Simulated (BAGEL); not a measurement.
**Si2H3ClF (SMILES F[SiH][SiH2]Cl) at UHF/STO-3G (density fitting with qzvpp-jkfit)**

Aim: the vertical ionisation energy of Si2H3ClF at UHF/STO-3G (density fitting with qzvpp-jkfit), from 2 runs. 

The calculation is run with BAGEL 1.2.2.

1 further run of the same task is left out (it didn't finish). Runs told in other sessions of the task aren't counted.

### Step 1. The structure to begin with

Si2H3ClF: 7 atoms, total charge 0, spin state doublet. SMILES: `F[SiH][SiH2]Cl`. The shape is that of a PBE0-D4/def2-TZVP optimisation. This is one conformer, not always the lowest.

Bond lengths: F1–Si2 1.610 Å, Si2–Si3 2.344 Å, Si3–Cl4 2.062 Å, Si2–H5 1.492 Å, Si3–H6 1.486 Å, Si3–H7 1.483 Å. Angles: F1–Si2–Si3 111.0°, Si2–Si3–Cl4 104.1°, F1–Si2–H5 107.4°, Si3–Si2–H5 112.6°, Si2–Si3–H6 114.8°, Si2–Si3–H7 111.5°, Cl4–Si3–H6 108.3°, Cl4–Si3–H7 108.7°, H6–Si3–H7 109.2°.

### Step 2. The energy at UHF/STO-3G (density fitting with qzvpp-jkfit)

File hf.json:

```json
{ "bagel": [

{
  "title": "molecule",
  "basis": "sto-3g",
  "df_basis": "qzvpp-jkfit",
  "angstrom": "true",
  "geometry": [
    { "atom": "F", "xyz": [      -0.711100,      -1.904300,       1.447600 ] },
    { "atom": "Si", "xyz": [      -0.864900,      -1.133800,       0.042900 ] },
    { "atom": "Si", "xyz": [       0.757100,       0.544300,      -0.177200 ] },
    { "atom": "Cl", "xyz": [       0.253100,       1.504900,      -1.930300 ] },
    { "atom": "H", "xyz": [      -2.255700,      -0.597500,      -0.021700 ] },
    { "atom": "H", "xyz": [       0.767100,       1.548800,       0.918100 ] },
    { "atom": "H", "xyz": [       2.115800,      -0.030600,      -0.325200 ] }
  ]
},

{
  "title": "uhf",
  "charge": 0,
  "nopen": 1
},

{
  "title": "print",
  "file": "orbitals.molden",
  "orbitals": "true"
}

]}
```

Run with:

```bash
$ BAGEL_NUM_THREADS=1 BAGEL hf.json > hf.out
```

What it wrote:

```text
* using 1 threads per process

  ===============================================================
  ===============================================================

  *** Geometry ***

  { "atom" : "F", "xyz" : [     -1.343784,     -3.598605,      2.735568 ] },
  { "atom" : "Si", "xyz" : [     -1.634424,     -2.142571,      0.081069 ] },
  { "atom" : "Si", "xyz" : [      1.430712,      1.028578,     -0.334859 ] },
  { "atom" : "Cl", "xyz" : [      0.478290,      2.843849,     -3.647738 ] },
  { "atom" : "H", "xyz" : [     -4.262655,     -1.129111,     -0.041007 ] },
  { "atom" : "H", "xyz" : [      1.449609,      2.926808,      1.734958 ] },
  { "atom" : "H", "xyz" : [      3.998283,     -0.057826,     -0.614539 ] },

  Number of auxiliary basis functions:      515

  Since a DF basis is specified, we compute 2- and 3-index integrals:
    o Being stored without compression. Storage requirement is 0.005 GB

  Number of basis functions:       35
  Number of electrons      :       57

    * METHOD: MOLECULE                             0.16

  *** Open-shell HF ***

  === Nuclear Repulsion ===
   255.0944510318

      * DIIS with orbital gradients will be used.

  === UHF iteration (sto-3g) ===
      0      -1125.50495351          0.02312295           0.05
      1      -1125.59428522          0.00548623           0.05
      2      -1125.60088391          0.00189213           0.05
      3      -1125.60195449          0.00084597           0.05
      4      -1125.60242709          0.00019007           0.05
      5      -1125.60248638          0.00003488           0.05
      6      -1125.60249381          0.00001374           0.05
      7      -1125.60249606          0.00000765           0.05
      8      -1125.60249673          0.00000252           0.05
      9      -1125.60249677          0.00000062           0.05
     10      -1125.60249677          0.00000032           0.05
     11      -1125.60249677          0.00000012           0.05
     12      -1125.60249677          0.00000004           0.05
     13      -1125.60249677          0.00000001           0.05
     14      -1125.60249677          0.00000001           0.05
    * SCF iteration converged.

    * S^2 (UHF) is 0.7522

    * Permanent dipole moment:
           (   -0.150868,     0.649041,    -0.562316) a.u.

    * METHOD: UHF                                  0.85

    * METHOD: PRINT                                0.00

  ===============================================================
```

It took 1.2 s on 1 thread of AMD EPYC 9B14 (Zen 4), shared host.

### Step 3. The singlet cation

File job.json:

```json
{ "bagel": [

{
  "title": "molecule",
  "basis": "sto-3g",
  "df_basis": "qzvpp-jkfit",
  "angstrom": "true",
  "geometry": [
    { "atom": "F", "xyz": [   -0.711100,   -1.904300,    1.447600 ] },
    { "atom": "Si", "xyz": [   -0.864900,   -1.133800,    0.042900 ] },
    { "atom": "Si", "xyz": [    0.757100,    0.544300,   -0.177200 ] },
    { "atom": "Cl", "xyz": [    0.253100,    1.504900,   -1.930300 ] },
    { "atom": "H", "xyz": [   -2.255700,   -0.597500,   -0.021700 ] },
    { "atom": "H", "xyz": [    0.767100,    1.548800,    0.918100 ] },
    { "atom": "H", "xyz": [    2.115800,   -0.030600,   -0.325200 ] }
  ]
},
{ "title": "hf", "charge": 1 },
{ "title": "print", "file": "orbitals.molden", "orbitals": "true" }

]}
```

Run with:

```bash
$ BAGEL_NUM_THREADS=1 BAGEL job.json > job.out
```

What it wrote:

```text
* using 1 threads per process

  ===============================================================
  ===============================================================

  *** Geometry ***

  { "atom" : "F", "xyz" : [     -1.343784,     -3.598605,      2.735568 ] },
  { "atom" : "Si", "xyz" : [     -1.634424,     -2.142571,      0.081069 ] },
  { "atom" : "Si", "xyz" : [      1.430712,      1.028578,     -0.334859 ] },
  { "atom" : "Cl", "xyz" : [      0.478290,      2.843849,     -3.647738 ] },
  { "atom" : "H", "xyz" : [     -4.262655,     -1.129111,     -0.041007 ] },
  { "atom" : "H", "xyz" : [      1.449609,      2.926808,      1.734958 ] },
  { "atom" : "H", "xyz" : [      3.998283,     -0.057826,     -0.614539 ] },

  Number of auxiliary basis functions:      515

  Since a DF basis is specified, we compute 2- and 3-index integrals:
    o Being stored without compression. Storage requirement is 0.005 GB

  Number of basis functions:       35
  Number of electrons      :       57

    * METHOD: MOLECULE                             0.16

  *** RHF ***

  === Nuclear Repulsion ===
   255.0944510318

      * DIIS with orbital gradients will be used.

  === RHF iteration (sto-3g) ===
      0      -1125.24195517          0.01604263           0.03
      1      -1125.37399807          0.00713713           0.03
      2      -1125.39236897          0.00118396           0.03
      3      -1125.39341202          0.00040571           0.03
      4      -1125.39359994          0.00015575           0.03
      5      -1125.39362958          0.00005331           0.03
      6      -1125.39363319          0.00000971           0.03
      7      -1125.39363329          0.00000288           0.03
      8      -1125.39363330          0.00000096           0.03
      9      -1125.39363330          0.00000044           0.03
     10      -1125.39363330          0.00000017           0.03
     11      -1125.39363330          0.00000005           0.03
     12      -1125.39363330          0.00000001           0.03
     13      -1125.39363330          0.00000000           0.03
    * SCF iteration converged.

    * Permanent dipole moment:
           (    0.671640,     1.970019,    -1.121596) a.u.

    * METHOD: HF                                   0.45

    * METHOD: PRINT                                0.00

  ===============================================================
```

Run time: 0.8 s. Hardware: 1 thread of AMD EPYC 9B14 (Zen 4), shared host.

### Step 4. Outcome

At UHF/STO-3G (density fitting with qzvpp-jkfit):

| quantity | value |
| --- | --- |
| doublet Si2H3ClF: total energy | -1125.60250 Eh |
| doublet Si2H3ClF: dipole moment | 2.22 D |
| doublet Si2H3ClF: ⟨S²⟩ | 0.752 |
| singlet cation: total energy | -1125.39363 Eh |
| singlet cation: HOMO energy | -14.86 eV |
| singlet cation: LUMO energy | -4.75 eV |
| singlet cation: HOMO–LUMO gap | 10.11 eV |
| vertical ionisation energy (to the singlet cation) | 5.683 eV |

Removing an electron at fixed nuclei costs 5.68 eV (548 kJ/mol). In a minimal basis such a difference can be off by several eV, whatever the method.
